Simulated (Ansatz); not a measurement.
# CH₂BBrO: a ladder of functionals and wavefunction methods

An exercise on one series of results from a longer session: the logs are not shown, and one member is left open.

The runs use Ansatz 0.2.0, Gaussian basis; functionals in def2-TZVPP, the program's frozen cores in correlated methods.

Plan: LDA (SPW92), PBE-D4, revPBE-D4, BLYP-D4, r2SCAN-D4, B97M-V, PBE0-D4, B3LYP-D4, r2SCANh-D4, r2SCAN0-D4, HSE06-D4, BHLYP-D4, CAM-B3LYP-D4, LC-ωPBE, ωB97X-V, ωB97M-V, B2PLYP, PBE-QIDH; CCSD(T)/def2-SVP; CCSD(T)/def2-TZVPP; MP2/def2-QZVPP; extrapolation to the limit; RPA on PBE.

### Structure used throughout

All runs share one geometry, relaxed beforehand with PBE0-D4 in a triple-zeta def2 set.

SMILES `BrC1BO1`, 6 atoms, charge 0, spin multiplicity 1.

Atoms are counted from 1 here; the program's logs count them from 0.

Bond lengths: Br1–C2 1.916 Å, C2–B3 1.503 Å, C2–O4 1.465 Å, C2–H5 1.083 Å, B3–O4 1.336 Å, B3–H6 1.181 Å. Angles: Br1–C2–B3 121.3°, Br1–C2–O4 115.0°, Br1–C2–H5 110.1°, B3–C2–O4 53.5°, B3–C2–H5 127.5°, O4–C2–H5 113.7°, C2–B3–O4 61.8°, C2–B3–H6 159.8°, O4–B3–H6 138.4°, C2–O4–B3 64.7°.

As a file:

```mol
CH2BBrO
  3D, bonds by distance, orders not assigned

  6  6  0  0  0  0  0  0  0  0999 V2000
    1.7560    0.5752   -1.1579 Br  0  0
    0.3316   -0.3810   -0.3055 C   0  0
   -0.5476    0.2789    0.7200 B   0  0
   -1.0060    0.1730   -0.5301 O   0  0
    0.4076   -1.4381   -0.5263 H   0  0
   -0.8994    0.7281    1.7537 H   0  0
  1  2  8  0
  2  3  8  0
  3  4  8  0
  2  5  8  0
  3  6  8  0
  2  4  8  0
M  END
```

The first run:

in.yaml

```yaml
crystal:
  periodic: [false, false, false]
  atoms:
    - {symbol: Br, position_ang: [1.756025, 0.575166, -1.157926]}
    - {symbol: C, position_ang: [0.331562, -0.381025, -0.305504]}
    - {symbol: B, position_ang: [-0.547613, 0.278878, 0.720001]}
    - {symbol: O, position_ang: [-1.005988, 0.172961, -0.530118]}
    - {symbol: H, position_ang: [0.407556, -1.438058, -0.526326]}
    - {symbol: H, position_ang: [-0.899442, 0.728077, 1.753672]}
basis:
  gaussian: {orbitals: def2-TZVPP}
hamiltonian: {xc: lda}
output: {orbitals: {seedname: orbitals}}
```

Steps of the session up to this table: LDA; PBE-D4 (GGA); revPBE-D4 (GGA); BLYP-D4 (GGA); r2SCAN-D4 (meta-GGA); B97M-V (meta-GGA); PBE0-D4 (hybrid); B3LYP-D4 (hybrid); r2SCANh-D4 (hybrid); r2SCAN0-D4 (hybrid); HSE06-D4 (hybrid); BHLYP-D4 (hybrid); CAM-B3LYP-D4 (range-separated); LC-ωPBE (range-separated); ωB97X-V (range-separated); ωB97M-V (range-separated); B2PLYP (double hybrid); PBE-QIDH (double hybrid).

One of the session's tables, all rows but one given; the rest of the session is left out.

It belongs to the step «Orbital energies across the functionals». 

```
  functional  HOMO (eV)  gap (eV)
 LDA (SPW92)      -6.67      4.22
      PBE-D4      -6.50      4.34
   revPBE-D4      -6.44      4.40
     BLYP-D4      -6.37      4.34
   r2SCAN-D4      -6.76      4.92
      B97M-V      -6.84      5.01
     PBE0-D4      -7.77      6.63
    B3LYP-D4      -7.55      6.16
  r2SCANh-D4      -7.23      5.75
  r2SCAN0-D4      -7.94      6.99
    HSE06-D4          ?         ?
    BHLYP-D4      -8.93      8.81
CAM-B3LYP-D4      -9.14      9.11
     LC-ωPBE     -10.51     11.73
     ωB97X-V     -10.13     11.24
     ωB97M-V     -10.00     10.86
```

**Question.** Estimate the row for HSE06-D4.

The run gave: HOMO (eV): -7.37; gap (eV): 5.84. In the column «HOMO (eV)» it lies between B3LYP-D4 (-7.55) and r2SCANh-D4 (-7.23).
